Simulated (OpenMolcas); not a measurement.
# Ar³⁺: CASSCF and CASPT2 terms and fine-structure levels

Which level of Ar³⁺ lies lowest, and where do the others fall? The reference wave functions come first, then spin-orbit coupling, then second-order correlation under several settings.

Method: state-averaged CASSCF and CASPT2, spin-orbit coupling by RASSI with atomic mean-field integrals. Code: OpenMolcas 26.06.

## (1) Starting point

- Species: Ar³⁺ (argon, Z = 18, 15 electrons)
- Basis: ANO-RCC-VDZ [4s3p], 13 functions
- Scalar Hamiltonian: DKH2, point nucleus
- Inactive shells: 1s 2s 2p 3s
- Active space: 3 electrons in 3 orbitals (3p)
- Some configurations of this space: 3s2 3p3
- Orbitals: optimised for the ground-state spin in each parity, averaged over all roots

Outer shells as boxes (Hund's rule):

3s2 3p3
```
3s [↑↓]
3p [↑ ][↑ ][↑ ]
```

The work runs as a chain of OpenMolcas steps in one folder; each step below is one input file. Labels, J, g values, rates, χT and fits are worked out afterwards by a script from the matrices that RASSI stores.

## (2) GATEWAY and SEWARD: basis and integrals

a.inp reads:

```
&GATEWAY
Coord
1

Ar 0.0 0.0 0.0
Basis=ANO-RCC-VDZ
Group=XYZ
NoMove
AngMom=0.0 0.0 0.0
AMFI
&SEWARD
```

Command:

```sh
OMP_NUM_THREADS=1 MOLCAS_MEM=2252 MOLCAS_PROJECT=a pymolcas a.inp > a.log
```

## (3) Reference wave functions, quartets of odd parity, 1 root

a.inp reads:

```
&RASSCF
FileOrb=start.orb
Symmetry=2
Spin=4
nActEl=3 0 0
Inactive=3 3
Ras2=0 3
CIRoot=1 1 1
SDav=1
CIMx=300
Iter=120 100
PrWF=0.3
OrbListing=Nothing
MaxOrb=0
Atom
>>> COPY $Project.JobIph JOB001
```

start.orb holds the contracted functions of the basis, ordered by shell, or the orbitals of the step before.

## (4) CASSCF: doublets of odd parity, 8 roots

a.inp reads:

```
&RASSCF
FileOrb=start.orb
Symmetry=2
Spin=2
nActEl=3 0 0
Inactive=3 3
Ras2=0 3
CIRoot=8 8 1
SDav=8
CIMx=300
Iter=120 100
PrWF=0.3
OrbListing=Nothing
MaxOrb=0
Atom
CIOnly
>>> COPY $Project.JobIph JOB002
```

## (5) RASSI: spin-orbit coupling between the states

a.inp reads:

```
&RASSI
NrOfJobIphs=2 1 8
1
1 2 3 4 5 6 7 8
IphNames
JOB001
JOB002
EJob
SpinOrbit
DIPRint=1.0
SOCoupling=1000.0
Subsets=2
MEES
Property=10
'ANGMOM' 1 'ANGMOM' 2 'ANGMOM' 3 'MLTPL  1' 1 'MLTPL  1' 2 'MLTPL  1' 3
'AMFI' 1 'AMFI' 2 'AMFI' 3 'MLTPL  2' 6
SOProperty=3
'ANGMOM' 1 'ANGMOM' 2 'ANGMOM' 3
```

## (6) CASPT2: IPEA 0.5, sigma2 regulariser 0.1 (closed shells correlated: 3s)

a.inp reads:

```
>>> COPY JOB001 $Project.JobIph
&CASPT2
Multistate=1 1
Frozen=2 3
IPEA=0.5
Sig2=0.1
MaxIter=60
WThr=0.0 0.3 0.05
PrWF=0.5
NoMix
>>> COPY JOB002 $Project.JobIph
&CASPT2
Multistate=8 1 2 3 4 5 6 7 8
Frozen=2 3
IPEA=0.5
Sig2=0.1
MaxIter=60
WThr=0.0 0.3 0.05
PrWF=0.5
NoMix
```

## (7) CASPT2: IPEA 0.2 (closed shells correlated: 2s 2p 3s), extended multistate

a.inp reads:

```
>>> COPY JOB001 $Project.JobIph
&CASPT2
Multistate=1 1
Frozen=1 0
IPEA=0.2
MaxIter=60
WThr=0.0 0.3 0.05
PrWF=0.5
NoMix
>>> COPY JOB002 $Project.JobIph
&CASPT2
XMultistate=8 1 2 3 4 5 6 7 8
Frozen=1 0
IPEA=0.2
MaxIter=60
WThr=0.0 0.3 0.05
PrWF=0.5
NoMix
```

## (8) CASPT2: IPEA 0.1, imaginary shift 0.3 (closed shells correlated: 3s)

a.inp reads:

```
>>> COPY JOB001 $Project.JobIph
&CASPT2
Multistate=1 1
Frozen=2 3
IPEA=0.1
Imaginary=0.3
MaxIter=60
WThr=0.0 0.3 0.05
PrWF=0.5
NoMix
>>> COPY JOB002 $Project.JobIph
&CASPT2
Multistate=8 1 2 3 4 5 6 7 8
Frozen=2 3
IPEA=0.1
Imaginary=0.3
MaxIter=60
WThr=0.0 0.3 0.05
PrWF=0.5
NoMix
```

(Steps that only read results are left out.)

**Question.** What will these runs give? Wanted: lowest level; first excited level; spin-orbit lowering of the lowest level; strongest of the lines computed, by gA.

As calculated:

| quantity | value |
| --- | --- |
| method | SS-CASPT2, IPEA 0.5, sigma2 regulariser 0.1 (closed shells correlated: 3s) |
| lowest level | 3s2 3p3 4S* 3/2, 100 % of that term, g = 2.002 |
| ground level listed by NIST | 4S°3/2 |
| first excited level | 3s2 3p3 2D* 3/2 at 25840 cm-1 |
| spin-orbit lowering of the lowest level | 36.2 cm-1 |
| strongest of the lines computed, by gA (one parity, so forbidden lines), at CASSCF energies | 3s2 3p3 2P* 3/2 → 3s2 3p3 4S* 3/2, 229.1 nm, A = 2.70e+00 s⁻¹ |

What each method costs and misses:

| method | time of its own steps | time with the reference | mean absolute difference from the measured levels (cm-1) |
| --- | --- | --- | --- |
| A. CASSCF | 1.9 s | 1.9 s | 6800 |
| B. SS-CASPT2, IPEA 0.5, sigma2 regulariser 0.1, +3s | 0.73 s | 2.7 s | 4100 |
| C. XMS-CASPT2, IPEA 0.2, +2s 2p 3s | 0.68 s | 2.6 s | 3700 |
| D. SS-CASPT2, IPEA 0.1, imaginary shift 0.3, +3s | 0.68 s | 2.6 s | 3900 |

Times are of one thread on a shared host.

In words: Second-order correlation (method B) scales the levels of the lowest configuration above 5000 cm⁻¹ by 0.88 to 0.99. Method C lies closest to the measured levels (3700 cm⁻¹ on average, level with D) and A farthest (6800). Only the configurations of the active space and the roots asked for are present. The doublets rest on orbitals optimised for another spin in at least one step, which raises them against the optimised states. CASPT2 does not keep the components of a term degenerate, and the means are used. The basis is small and contracted for the neutral atom, so it is rough for this charge. With the s shell closed, the highest p terms come out too high. Only valence configurations of the active space appear, up to the ionisation limit; * or ° marks odd parity.
